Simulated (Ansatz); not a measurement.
# GaH3+ (doublet): the correlation ladder at distance Ga1–H3 = 1.702 Å, cc-pVTZ

How much of the correlation energy of GaH3+ (doublet) does each wave-function method recover here?

Computed with Ansatz 0.2.0, Gaussian basis. Level: cc-pVTZ, core rule «outside noble gas», up to 14 orbitals frozen.

The runs, in order: UHF; CCSD(T) on ROHF; CCSD(T) on UHF; BCCD(T) on ROHF; CCSDT(Q) on ROHF; CCSDT(Q) on UHF; CASSCF and NEVPT2, 3 electrons in 3 orbitals.

21 further runs of the same task are left out: 10 for a known fault of the program, 6 that didn't finish, 5 set aside as unsound or not needed.

**1. What is computed**

The geometry derives from a PBE0/def2-TZVP stationary point (not a proven minimum). One bond is set to the value named and the two fragments are kept rigid. No spin-orbit coupling is included. The filled d shell of Ga may be among the frozen orbitals whatever the setting's name suggests; the logs give the count.

4 atoms, charge 1, spin multiplicity 2.

Atoms are counted from 1 here; the program's logs count them from 0.

Bond lengths: Ga1–H3 1.702 Å, Ga1–H4 1.532 Å. Angles: H3–Ga1–H4 170.9°.

**2. UHF**

The input, in.yaml:

```yaml
crystal:
  periodic: [false, false, false]
  atoms:
    - {symbol: Ga, position_ang: [0.000000, 0.025145, 0.002347]}
    - {symbol: H, position_ang: [0.000000, -2.047446, 0.002347]}
    - {symbol: H, position_ang: [0.000000, 0.160796, -1.694238]}
    - {symbol: H, position_ang: [0.000000, 0.147250, 1.529517]}
basis:
  gaussian: {orbitals: cc-pVTZ}
total_charge: 1
magnetization: {spin_polarized: true, initial_magnetization: 1}
hamiltonian: {xc: hf}
output: {orbitals: {seedname: orbitals}}
```

Command:

```
ansatz run in.yaml --threads 1 --pin off --events-out ev --progress --plain --max-ram 2393MiB
```

After this run come: CCSD(T) on ROHF; CCSD(T) on UHF; BCCD(T) on ROHF; CCSDT(Q) on ROHF; CCSDT(Q) on UHF; CASSCF and NEVPT2, 3 electrons in 3 orbitals.

**Question.** What will the summary of the whole plan be? Wanted: UCCSDT(Q) below the RHF energy; RMP2 from UCCSDT(Q); UMP2 from UCCSDT(Q); RCCSD from UCCSDT(Q); RCCSD(T) from UCCSDT(Q); UCCSD(T) from UCCSDT(Q); RCCSDT(Q) from UCCSDT(Q); NEVPT2 pair from UCCSDT(Q); T1 diagnostic.

As calculated:

```
                         quantity                                                   value
   UCCSDT(Q) below the RHF energy                                              -2.2645 eV
              RMP2 from UCCSDT(Q)                                              +548.0 meV
              UMP2 from UCCSDT(Q)                                              +541.3 meV
             RCCSD from UCCSDT(Q)                                               +46.1 meV
          RCCSD(T) from UCCSDT(Q)                                               +13.2 meV
          UCCSD(T) from UCCSDT(Q)                                               +12.3 meV
         RCCSDT(Q) from UCCSDT(Q)                                                +0.7 meV
       NEVPT2 pair from UCCSDT(Q)                                              +504.1 meV
levels within 1 kcal/mol (43 meV)  RCCSD(T), UCCSD(T), BCCD(T), RCCSDT, UCCSDT, RCCSDT(Q)
                    T1 diagnostic                                                   0.021
```

**Reading.** RCCSD(T) lands +13.2 meV from the yardstick (0.6 % of the correlation energy). These misses are within one basis, not against nature; the frozen cores of restricted and unrestricted runs differ, which can shift their rows.
